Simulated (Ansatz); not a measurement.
**H₅O₂PSi: small, medium and large basis sets**

The task here is to estimate one member of a computed series from the others.

Program: Ansatz 0.2.0, Gaussian basis. Level of theory: one geometry, several basis sets. These are calculated values, not measurements.

The runs, in order: PBE0-D4/def2-SVP; ωB97M-V/def2-SVP; PBE0-D4/def2-QZVPP; ωB97M-V/def2-QZVPP; the functionals' def2-TZVPP values are taken from earlier runs.

**Structure used throughout**

An earlier PBE0-D4 in a triple-zeta def2 set relaxation fixed the geometry.

9 atoms, charge 0, spin multiplicity 1.

Atoms are counted from 1 here; the program's logs count them from 0.

Bond lengths: O1–Si2 1.646 Å, O1–H5 0.961 Å, Si2–P3 2.264 Å, Si2–H6 1.489 Å, Si2–H7 1.484 Å, P3–O4 1.681 Å, P3–H8 1.427 Å, O4–H9 0.960 Å. Angles: Si2–O1–H5 114.3°, O1–Si2–P3 108.9°, O1–Si2–H6 111.2°, O1–Si2–H7 108.7°, P3–Si2–H6 107.9°, P3–Si2–H7 110.7°, H6–Si2–H7 109.5°, Si2–P3–O4 93.6°, Si2–P3–H8 93.0°, O4–P3–H8 98.5°, P3–O4–H9 109.7°.

Set-up of the first run:

Contents of in.yaml:

```yaml
crystal:
  periodic: [false, false, false]
  atoms:
    - {symbol: O, position_ang: [-0.981315, 0.748180, -1.259536]}
    - {symbol: Si, position_ang: [0.433506, 0.977709, -0.449699]}
    - {symbol: P, position_ang: [0.898015, -0.879949, 0.758532]}
    - {symbol: O, position_ang: [-0.718365, -1.189693, 1.099907]}
    - {symbol: H, position_ang: [-1.618575, 0.199288, -0.794141]}
    - {symbol: H, position_ang: [0.333588, 2.124330, 0.494300]}
    - {symbol: H, position_ang: [1.509217, 1.242814, -1.437084]}
    - {symbol: H, position_ang: [1.028750, -1.694859, -0.405189]}
    - {symbol: H, position_ang: [-0.796322, -1.574119, 1.975908]}
basis:
  gaussian: {orbitals: def2-SVP}
hamiltonian: {xc: pbe0, dispersion: d4}
output: {orbitals: {seedname: orbitals}}
```

Launch:

```console
$ ansatz run in.yaml --threads 2 --pin off --events-out ev --progress --plain --max-ram 4352MiB
```

Among the steps run: PBE0-D4 in def2-SVP; ωB97M-V in def2-SVP; PBE0-D4 in def2-QZVPP; ωB97M-V in def2-QZVPP.

One of the session's tables, all rows but one given; the rest of the session is left out.

It belongs to the step «Functionals by basis». 

| functional | basis | HOMO (eV) |
| --- | --- | --- |
| PBE0-D4 | def2-SVP | ? |
| PBE0-D4 | def2-TZVPP | -7.09 |
| PBE0-D4 | def2-QZVPP | -7.13 |
| ωB97M-V | def2-SVP | -9.07 |
| ωB97M-V | def2-TZVPP | -9.21 |
| ωB97M-V | def2-QZVPP | -9.25 |

Estimate the missing values for PBE0-D4, def2-SVP.

**Answer.** HOMO (eV): -6.99. In the column «HOMO (eV)» it is the highest.
